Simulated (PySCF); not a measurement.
# AlAsH6 in PySCF: atomic charges with LC-wPBE+D3(BJ)

Aim: the atomic charges of AlAsH6 with LC-wPBE+D3(BJ).

Everything below comes from runs of PySCF 2.14.0. Logs are shortened: lines on timing, memory, paths and dates and some standing lists are left out, and cuts for length are marked.

## (1) The molecule as given

The cell holds a molecule in a box, 8 atoms: a = 13.000 Å, b = 12.000 Å, c = 14.000 Å, α = 90.00°, β = 90.00°, γ = 90.00°.

## (2) Atomic charges, LC-wPBE+D3(BJ)

run.py

```python
import json
import numpy as np
from pyscf.pbc import gto, scf, dft, df
from pyscf.pbc.tools import pyscf_ase
from ase import Atoms

atoms = Atoms(['Al', 'As', 'H', 'H', 'H', 'H', 'H', 'H'],
              cell=[[13.0, 0.0, 0.0], [0.0, 12.0, 0.0], [0.0, 0.0, 14.0]],
              scaled_positions=[[0.48775385, 0.5026125, 0.39723571], [0.56008462, 0.47410417, 0.57251429], [0.54473077, 0.39812917, 0.35063571], [0.369, 0.49154583, 0.42447857], [0.53492308, 0.62395417, 0.38126429], [0.62196154, 0.56512083, 0.61952857], [0.633, 0.37954583, 0.59361429], [0.48696154, 0.45347083, 0.65422143]],
              pbc=True)
cell = pyscf_ase.cell_from_ase(atoms)
cell.basis = '6-31g*'
cell.exp_to_discard = 0
cell.precision = 1e-08
cell.max_memory = 2520  # MB
cell.verbose = 4
cell.build()

res = {}
from pyscf.dispersion import dftd3
d = dftd3.DFTD3Dispersion(cell, xc='lcwpbe', version='d3bj', atm=False).get_dispersion(grad=True)
print('dispersion energy = %.10f' % d['energy'])
res['e_disp'] = float(d['energy'])

kpts = cell.make_kpts([1, 1, 1])
mf = dft.KRKS(cell, kpts, xc='HYB_GGA_XC_LC_WPBE', exxdiv='ewald')
mf = mf.density_fit()
mf.with_df._cderi = 'cderi.h5'  # three-centre integrals saved by an earlier run on this cell, basis and mesh
mf.conv_tol = 1e-07
mf.max_cycle = 60

mf.kernel()
res.update(converged=bool(mf.converged), e_tot=mf.e_tot, nelec=cell.nelectron, nao=cell.nao, mesh=list(map(int, cell.mesh)), a=cell.lattice_vectors().tolist(), coords=cell.atom_coords().tolist(),
           mo_energy=[np.real(x).tolist() for x in mf.mo_energy], mo_occ=[np.real(x).tolist() for x in mf.mo_occ])
res.update(kpts=cell.get_scaled_kpts(kpts).tolist())
res['parts'] = {k: float(np.real(v)) for k, v in mf.scf_summary.items() if np.isscalar(v)}
json.dump(res, open('results.json', 'w'))
if not mf.converged:
    raise SystemExit('SCF not converged')

print('levels (eV)')
for i, kp in enumerate(res['kpts'][:40]):
    print('k %7.4f %7.4f %7.4f  ' % tuple(kp), ' '.join('%.3f' % (x * 27.211386) for x in res['mo_energy'][i][:31]))

# Mulliken populations
dm, s = np.asarray(mf.make_rdm1()), np.asarray(mf.get_ovlp())
sites = cell.aoslice_by_atom()[:, 2:]
tot = np.einsum('kij,kji->i', dm, s).real / len(kpts)
res['mulliken'] = [cell.atom_charge(i) - tot[a0:a1].sum() for i, (a0, a1) in enumerate(sites)]
print('Mulliken charges', np.round(res['mulliken'], 5))
res['meta_lowdin'] = mf.mulliken_meta()[1].tolist()
res['done'] = True
json.dump(res, open('results.json', 'w'))
```

Potentials or basis: 6-31g* (all-electron).

Started as:

```console
OMP_NUM_THREADS=2 python -u run.py > log
```

The log of the run:

```text
Discarded 0 diffused primitive functions, 0 contracted functions

PySCF version 2.14.0

[INPUT] verbose = 4
[INPUT] num. atoms = 8
[INPUT] num. electrons = 52
[INPUT] charge = 0
[INPUT] spin (= nelec alpha-beta = 2S) = 0
[INPUT] symmetry False subgroup None
[INPUT] Mole.unit = angstrom
[INPUT] Symbol           X                Y                Z      unit          X                Y                Z       unit  Magmom
[INPUT]  1 Al     6.340800050000   6.031350000000   5.561299940000 AA   11.982375505128  11.397599661395  10.509333783160 Bohr   0.0
[INPUT]  2 As     7.281100060000   5.689250040000   8.015200060000 AA   13.759284998954  10.751124429771  15.146532946997 Bohr   0.0
[INPUT]  3 H      7.081500010000   4.777550040000   4.908899940000 AA   13.382095570005   9.028261122005   9.276476459494 Bohr   0.0
[INPUT]  4 H      4.797000000000   5.898549960000   5.942699980000 AA    9.065016219539  11.146643956464  11.230075402658 Bohr   0.0
[INPUT]  5 H      6.954000040000   7.487450040000   5.337700060000 AA   13.141155545814  14.149229946964  10.086791248474 Bohr   0.0
[INPUT]  6 H      8.085500020000   6.781449960000   8.673399980000 AA   15.279380617965  12.815083151843  16.390350531008 Bohr   0.0
[INPUT]  7 H      8.229000000000   4.554549960000   8.310600060000 AA   15.550556279046   8.606852045049  15.704758044194 Bohr   0.0
[INPUT]  8 H      6.330500020000   5.441649960000   9.159100020000 AA   11.962911269354  10.283228090150  17.308190585298 Bohr   0.0

nuclear repulsion = 4.12334979120692
number of shells = 32
number of NR pGTOs = 170
number of NR cGTOs = 62
basis = 6-31g*
ecp = {}
lattice vectors  a1 [24.566439619, 0.000000000, 0.000000000]
                 a2 [0.000000000, 22.676713495, 0.000000000]
                 a3 [0.000000000, 0.000000000, 26.456165744]
dimension = 3
low_dim_ft_type = None
Cell volume = 14738.4
exp_to_discard = 0
rcut = 31.717709035508616 (nimgs = [2 2 2])
precision = 1e-08
pseudo = None
ke_cutoff = 6575215.285934827
    = [28359 26177 30541] mesh (22672219556763 PWs)
dispersion energy = -0.0051592944

******** <class 'pyscf.pbc.dft.krks.KRKS'> ********
method = KRKS
initial guess = minao
damping factor = 0
level_shift factor = 0
DIIS = <class 'pyscf.scf.diis.CDIIS'>
diis_start_cycle = 1
diis_space = 8
diis_damp = 0
SCF conv_tol = 1e-07
SCF conv_tol_grad = None
SCF max_cycles = 60
direct_scf = True
direct_scf_tol = 1e-13

******** PBC SCF flags ********
N kpts = 1
Exchange divergence treatment (exxdiv) = ewald
    madelung (= occupied orbital energy shift) = 0.11502128564089276
    Total energy shift due to Ewald probe charge = -1/2 * Nelec*madelung = -2.99055342666
DF object = <pyscf.pbc.df.df.GDF object>
XC functionals = HYB_GGA_XC_LC_WPBE
small_rho_cutoff = 0
radial grids:
    Treutler-Ahlrichs [JCP 102, 346 (1995); DOI:10.1063/1.469408] (M4) radial grids

becke partition: Becke, JCP 88, 2547 (1988); DOI:10.1063/1.454033
pruning grids: <function nwchem_prune>
grids dens level: 3
symmetrized grids: False
atomic radii adjust function: <function treutler_atomic_radii_adjust>
Set gradient conv threshold to 0.000316228

******** <class 'pyscf.pbc.df.rsdf_builder._RSNucBuilder'> ********
mesh = [47 45 51] (107865 PWs)
ke_cutoff = 17.302185920816544
omega = 0.5229654415994075
exclude_d_aux = False
exclude_dd_block = True
j2c_eig_always = False
has_long_range = True
tot grids = 98452
cell vol = 14738.3625  sum(weights) = 14763.9984
nelec by numeric integration = 52.00000131565101

WARN: Function deprecated. Call pbc.df.rsdf_builder.estimate_ke_cutoff_for_omega instead.

Create RSH-DF object <pyscf.pbc.df.aft.AFTDF object> for omega=0.4
init E= -2480.58703351323
  HOMO = -0.332949158571  LUMO = 0.0281640017488  gap/eV = 9.82639
nelec by numeric integration = 51.9999958702341

WARN: Function deprecated. Call pbc.df.rsdf_builder.estimate_ke_cutoff_for_omega instead.

Create RSH-DF object <pyscf.pbc.df.aft.AFTDF object> for omega=0.4
cycle= 1 E= -2481.16480765284  delta_E= -0.578  |g|= 0.34  |ddm|=  2.1
  HOMO = -0.366837874372  LUMO = 0.0689569362602  gap/eV = 11.85858
nelec by numeric integration = 51.999994691177875

WARN: Function deprecated. Call pbc.df.rsdf_builder.estimate_ke_cutoff_for_omega instead.

Create RSH-DF object <pyscf.pbc.df.aft.AFTDF object> for omega=0.4
cycle= 2 E= -2481.18727429206  delta_E= -0.0225  |g|= 0.253  |ddm|= 0.422
  HOMO = -0.374676893826  LUMO = 0.0815502419124  gap/eV = 12.41457
nelec by numeric integration = 51.99999463509085

WARN: Function deprecated. Call pbc.df.rsdf_builder.estimate_ke_cutoff_for_omega instead.

Create RSH-DF object <pyscf.pbc.df.aft.AFTDF object> for omega=0.4
cycle= 3 E= -2481.19246728363  delta_E= -0.00519  |g|= 0.0319  |ddm|= 0.134
  HOMO = -0.380459227103  LUMO = 0.0833595517429  gap/eV = 12.62115
nelec by numeric integration = 51.99999444713477

WARN: Function deprecated. Call pbc.df.rsdf_builder.estimate_ke_cutoff_for_omega instead.

Create RSH-DF object <pyscf.pbc.df.aft.AFTDF object> for omega=0.4
cycle= 4 E= -2481.19286773313  delta_E= -0.0004  |g|= 0.00581  |ddm|= 0.0659
  HOMO = -0.379352541388  LUMO = 0.083763275407  gap/eV = 12.60202
nelec by numeric integration = 51.999994397652394

WARN: Function deprecated. Call pbc.df.rsdf_builder.estimate_ke_cutoff_for_omega instead.

Create RSH-DF object <pyscf.pbc.df.aft.AFTDF object> for omega=0.4
cycle= 5 E= -2481.19289184915  delta_E= -2.41e-05  |g|= 0.00111  |ddm|= 0.0172
  HOMO = -0.379386666627  LUMO = 0.0837218618985  gap/eV = 12.60182
nelec by numeric integration = 51.99999438957698

WARN: Function deprecated. Call pbc.df.rsdf_builder.estimate_ke_cutoff_for_omega instead.

Create RSH-DF object <pyscf.pbc.df.aft.AFTDF object> for omega=0.4
cycle= 6 E= -2481.192892708  delta_E= -8.59e-07  |g|= 0.00017  |ddm|= 0.00369
  HOMO = -0.379375320895  LUMO = 0.0837385710666  gap/eV = 12.60197
nelec by numeric integration = 51.99999438922791

WARN: Function deprecated. Call pbc.df.rsdf_builder.estimate_ke_cutoff_for_omega instead.

Create RSH-DF object <pyscf.pbc.df.aft.AFTDF object> for omega=0.4
cycle= 7 E= -2481.19289264059  delta_E= 6.74e-08  |g|= 4.06e-05  |ddm|= 0.000596
  HOMO = -0.37938495615  LUMO = 0.0837312307468  gap/eV = 12.60203
nelec by numeric integration = 51.99999438914527

WARN: Function deprecated. Call pbc.df.rsdf_builder.estimate_ke_cutoff_for_omega instead.

Create RSH-DF object <pyscf.pbc.df.aft.AFTDF object> for omega=0.4
Extra cycle  E= -2481.19289264165  delta_E= -1.06e-09  |g|= 2.25e-05  |ddm|= 0.000123
converged SCF energy = -2481.19289264165
levels (eV)
k  0.0000  0.0000  0.0000   -11547.325 -1511.906 -1454.943 -1301.856 -1301.856 -1301.810 -190.959 -139.208 -139.208 -139.055 -111.888 -73.708 -73.492 -73.492 -47.753 -47.751 -47.634 -47.633 -47.577 -22.501 -14.667 -14.258 -14.254 -11.106 -10.325 -10.324 2.278 2.536 2.537 4.912 4.992
Mulliken charges [ 0.22326 -0.10611 -0.13661 -0.13746 -0.13699  0.09774  0.09818  0.09799]
 ** Mulliken pop on meta-lowdin orthogonal AOs **
 ** Mulliken pop  **
pop of  0 Al 1s           2.00000
pop of  0 Al 2s           1.99979
pop of  0 Al 3s           0.98787
pop of  0 Al 4s           0.00317
pop of  0 Al 2px          1.99981
pop of  0 Al 2py          1.99983
pop of  0 Al 2pz          1.99973
pop of  0 Al 3px          0.70667
pop of  0 Al 3py          0.75881
pop of  0 Al 3pz          0.35928
pop of  0 Al 4px          0.00918
pop of  0 Al 4py          0.00953
pop of  0 Al 4pz          0.00667
pop of  0 Al 3dxy         0.00786
pop of  0 Al 3dyz         0.00204
pop of  0 Al 3dz^2        0.00460
pop of  0 Al 3dxz         0.00328
pop of  0 Al 3dx2-y2      0.00874
pop of  1 As 1s           2.00000
pop of  1 As 2s           1.99998
pop of  1 As 3s           1.99967
pop of  1 As 4s           1.44337
pop of  1 As 5s           0.00330
pop of  1 As 2px          2.00000
pop of  1 As 2py          2.00000
pop of  1 As 2pz          2.00000
pop of  1 As 3px          1.99988
pop of  1 As 3py          1.99988
pop of  1 As 3pz          1.99990
pop of  1 As 4px          1.00068
pop of  1 As 4py          0.95686
pop of  1 As 4pz          1.29513
pop of  1 As 5px          0.01977
pop of  1 As 5py          0.02095
pop of  1 As 5pz          0.01150
pop of  1 As 3dxy         1.99917
pop of  1 As 3dyz         1.99932
pop of  1 As 3dz^2        1.99928
pop of  1 As 3dxz         1.99921
pop of  1 As 3dx2-y2      1.99933
pop of  1 As 4dxy         0.00965
pop of  1 As 4dyz         0.00519
pop of  1 As 4dz^2        0.00471
pop of  1 As 4dxz         0.00896
pop of  1 As 4dx2-y2      0.00165
pop of  1 As 5dxy         0.00111
pop of  1 As 5dyz         0.00056
pop of  1 As 5dz^2        0.00046
pop of  1 As 5dxz         0.00099
pop of  1 As 5dx2-y2      0.00016
pop of  2 H 1s            1.14694
pop of  2 H 2s            0.00045
pop of  3 H 1s            1.14754
pop of  3 H 2s            0.00046
pop of  4 H 1s            1.14714
pop of  4 H 2s            0.00046
pop of  5 H 1s            0.96513
pop of  5 H 2s            0.00482
pop of  6 H 1s            0.96479
pop of  6 H 2s            0.00483
pop of  7 H 1s            0.96518
pop of  7 H 2s            0.00482
 ** Mulliken atomic charges  **
charge of    0Al =      0.13315
charge of    1As =      0.21940
charge of    2H =     -0.14739
charge of    3H =     -0.14800
charge of    4H =     -0.14760
charge of    5H =      0.03005
charge of    6H =      0.03038
charge of    7H =      0.03001
```

It took 3.1 min on 2 threads of Intel Xeon at 2.70GHz, shared host; peak memory 1.9 GiB.

Results:

* Free energy: -67516.8385 eV
* Gap between the frontier levels: 12.60 eV
* Meta-löwdin charges: Al +0.13; As +0.22; H -0.15, +0.03 e
* Dispersion energy per atom: -0.018 eV

Caveat: this is a molecule in a periodic box at the Γ point, so its band gap is the HOMO-LUMO gap; the energy listed adds the dispersion energy to the SCF energy of the log; population charges move with the basis; relativity is left out, which matters for the heavier elements; the basis of atomic orbitals isn't converged, which shifts pressures, moduli and gaps.
